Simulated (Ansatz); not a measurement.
**CH₂BrN: taking an electron away**

The task here is to estimate one member of a computed series from the others.

Computed with Ansatz 0.2.0, Gaussian basis. Level: unrestricted cation, the program's frozen cores in correlated methods.

The runs, in order: UKS PBE-D4/def2-TZVPP; UKS r2SCAN-D4/def2-TZVPP; UKS PBE0-D4/def2-TZVPP; UKS B3LYP-D4/def2-TZVPP; UKS wB97X-V/def2-TZVPP; UKS wB97M-V/def2-TZVPP; UKS B2PLYP/def2-TZVPP; UHF-CCSD(T)/def2-TZVPP; UHF-MP2/def2-QZVPP; extrapolation to the limit; then −ε(HOMO) from the neutral's earlier runs with LDA (SPW92), PBE-D4, revPBE-D4, BLYP-D4, r2SCAN-D4, B97M-V, PBE0-D4, B3LYP-D4, r2SCANh-D4, r2SCAN0-D4, HSE06-D4, BHLYP-D4, CAM-B3LYP-D4, LC-ωPBE, ωB97X-V, ωB97M-V.

## The relaxed structure

The geometry comes from an earlier relaxation with PBE0-D4 in a triple-zeta def2 set; it is a stationary point.

5 atoms, charge 0, spin multiplicity 1.

Atoms are counted from 1 here; the program's logs count them from 0.

Bond lengths: N1–C2 1.245 Å, N1–H4 1.020 Å, C2–Br3 1.897 Å, C2–H5 1.090 Å. Angles: C2–N1–H4 110.9°, N1–C2–Br3 120.9°, N1–C2–H5 128.5°, Br3–C2–H5 110.6°.

The first run:

in.yaml

```yaml
crystal:
  periodic: [false, false, false]
  atoms:
    - {symbol: N, position_ang: [-0.868902, -0.440929, 0.229804]}
    - {symbol: C, position_ang: [0.237081, 0.068682, -0.028708]}
    - {symbol: Br, position_ang: [1.728203, -0.210044, 1.109967]}
    - {symbol: H, position_ang: [-1.558590, -0.193267, -0.479533]}
    - {symbol: H, position_ang: [0.512009, 0.701857, -0.872830]}
basis:
  gaussian: {orbitals: def2-TZVPP}
total_charge: 1
magnetization: {spin_polarized: true, initial_magnetization: 1}
hamiltonian: {xc: pbe, dispersion: d4}
```

Command:

```sh
ansatz run in.yaml --threads 2 --pin off --events-out ev --progress --plain --max-ram 4352MiB
```

Among the steps run: Cation, UKS PBE-D4/def2-TZVPP; Cation, UKS r2SCAN-D4/def2-TZVPP; Cation, UKS PBE0-D4/def2-TZVPP; Cation, UKS B3LYP-D4/def2-TZVPP; Cation, UKS wB97X-V/def2-TZVPP; Cation, UKS wB97M-V/def2-TZVPP; Cation, UKS B2PLYP (frozen core)/def2-TZVPP; Cation, UHF-CCSD(T)/def2-TZVPP; Cation, UHF-MP2/def2-QZVPP.

One table of the session follows, with a row left open; its other results are not shown here.

For comparison, −ε(HOMO) of the neutral from earlier runs:

| functional | −ε(HOMO) (eV) |
| --- | --- |
| LDA (SPW92) | 7.08 |
| PBE-D4 | 6.98 |
| revPBE-D4 | 6.93 |
| BLYP-D4 | 6.87 |
| r2SCAN-D4 | 7.33 |
| B97M-V | 7.42 |
| PBE0-D4 | 8.32 |
| B3LYP-D4 | 8.07 |
| r2SCANh-D4 | 7.84 |
| r2SCAN0-D4 | 8.51 |
| HSE06-D4 | 7.92 |
| BHLYP-D4 | 9.39 |
| CAM-B3LYP-D4 | 9.63 |
| LC-ωPBE | 11.02 |
| ωB97X-V | ? |
| ωB97M-V | 10.50 |

**Question.** Estimate the row for ωB97X-V.

As computed: −ε(HOMO) (eV): 10.64. In the column «−ε(HOMO) (eV)» it lies between ωB97M-V (10.50) and LC-ωPBE (11.02).
